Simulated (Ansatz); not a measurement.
# C2H2OSe (SMILES C#CO[SeH]): single points off equilibrium

Aim: energy, forces and dipole at a structure displaced at random from a GFN2-xTB minimum, from CCSD(T) and from density functionals.

Program: Ansatz 0.2.0, Gaussian basis. Level of theory: single points in def2-TZVPP. These are calculated values, not measurements.

Cores are frozen in the correlated methods. Filled d shells of the heavier atoms are correlated. B3LYP uses VWN-RPA correlation.

## Step 1: Starting geometry

SMILES `C#CO[SeH]`, 6 atoms, charge 0, spin multiplicity 1.

Atoms are counted from 1 here; the program's logs count them from 0.

Bond lengths: C1–C2 1.246 Å, C1–H5 1.164 Å, C2–O3 1.328 Å, O3–Se4 2.026 Å, Se4–H6 1.466 Å. Angles: C2–C1–H5 173.3°, C1–C2–O3 176.9°, C2–O3–Se4 120.7°, O3–Se4–H6 97.0°.

As a file:

```
C     1.7484    0.0809    0.1662
C     0.5819   -0.3135    0.3552
O    -0.6748   -0.6732    0.5916
Se   -2.1064   -0.4230   -0.8201
H     2.8687    0.3897    0.1084
H    -2.4991    0.9358   -0.4361
```

## Step 2: CCSD(T)/def2-TZVPP

File run/in.yaml:

```yaml
crystal:
  periodic: [false, false, false]
  atoms:
    - {symbol: C, position_ang: [1.748400, 0.080900, 0.166200]}
    - {symbol: C, position_ang: [0.581900, -0.313500, 0.355200]}
    - {symbol: O, position_ang: [-0.674800, -0.673200, 0.591600]}
    - {symbol: Se, position_ang: [-2.106400, -0.423000, -0.820100]}
    - {symbol: H, position_ang: [2.868700, 0.389700, 0.108400]}
    - {symbol: H, position_ang: [-2.499100, 0.935800, -0.436100]}
basis:
  gaussian: {orbitals: def2-TZVPP}
correlation: {method: ccsd_t}
output: {forces: true}
```

No record of the launch command was kept for these runs.

## Step 3: PBE0-D4/def2-TZVPP

Edit run/in.yaml of step 2 so:

```diff
@@ -11,3 +11,3 @@
   gaussian: {orbitals: def2-TZVPP}
-correlation: {method: ccsd_t}
-output: {forces: true}
+hamiltonian: {xc: pbe0, dispersion: d4}
+output: {forces: true, orbitals: {seedname: orbitals}}
```

## Step 4: wB97M-V/def2-TZVPP

Edit run/in.yaml of step 3 so:

```diff
@@ -11,3 +11,3 @@
   gaussian: {orbitals: def2-TZVPP}
-hamiltonian: {xc: pbe0, dispersion: d4}
-output: {forces: true, orbitals: {seedname: orbitals}}
+hamiltonian: {xc: {name: wB97M-V}}
+output: {forces: true}
```

## Step 5: r2SCAN-D4/def2-TZVPP

Edit run/in.yaml of step 4 so:

```diff
@@ -11,3 +11,3 @@
   gaussian: {orbitals: def2-TZVPP}
-hamiltonian: {xc: {name: wB97M-V}}
+hamiltonian: {xc: r2scan, dispersion: d4}
 output: {forces: true}
```

## Step 6: PBE-D4/def2-TZVPP

Edit run/in.yaml of step 5 so:

```diff
@@ -11,3 +11,3 @@
   gaussian: {orbitals: def2-TZVPP}
-hamiltonian: {xc: r2scan, dispersion: d4}
+hamiltonian: {xc: pbe, dispersion: d4}
 output: {forces: true}
```

## Step 7: SPW92/def2-TZVPP

Edit run/in.yaml of step 6 so:

```diff
@@ -11,3 +11,3 @@
   gaussian: {orbitals: def2-TZVPP}
-hamiltonian: {xc: pbe, dispersion: d4}
+hamiltonian: {xc: lda}
 output: {forces: true}
```

## Step 8: B3LYP-D4/def2-TZVPP

Edit run/in.yaml of step 7 so:

```diff
@@ -11,3 +11,3 @@
   gaussian: {orbitals: def2-TZVPP}
-hamiltonian: {xc: lda}
+hamiltonian: {xc: {name: B3LYP}, dispersion: d4}
 output: {forces: true}
```

(Steps that only read results are left out.)

What does the calculation give? Wanted: energy less free atoms, CCSD(T)/def2-TZVPP; RMS force component; RMS force error; HOMO and LUMO, PBE0-D4; T1 diagnostic.

**Answer**, as computed:

| quantity | value |
| --- | --- |
| energy less free atoms, CCSD(T)/def2-TZVPP | -21.285 eV |
| RMS force component | 0.850 to 1.147 eV/Å over the methods |
| RMS force error | PBE0-D4 0.390, wB97M-V 0.429, r2SCAN-D4 0.450, PBE-D4 0.511, SPW92 0.603, B3LYP-D4 0.395 eV/Å |
| HOMO and LUMO, PBE0-D4 | -7.20 and -3.45 eV |
| T1 diagnostic | 0.016 |

**Reading.** Against CCSD(T) the functionals' energies less atoms differ by -5.727 to -0.697 eV, PBE-D4 by -2.267 eV. A larger basis would deepen the CCSD(T) value, while the functionals are nearly converged already, so the order here is not reliable. The forces of PBE0-D4 come nearest to CCSD(T), those of SPW92 are farthest. Frozen-core CCSD(T) forces in triple zeta carry basis errors of their own, and this is one geometry, so small gaps rank nothing. The restricted Hartree–Fock reference is unstable towards an unrestricted one at one or more of these structures.
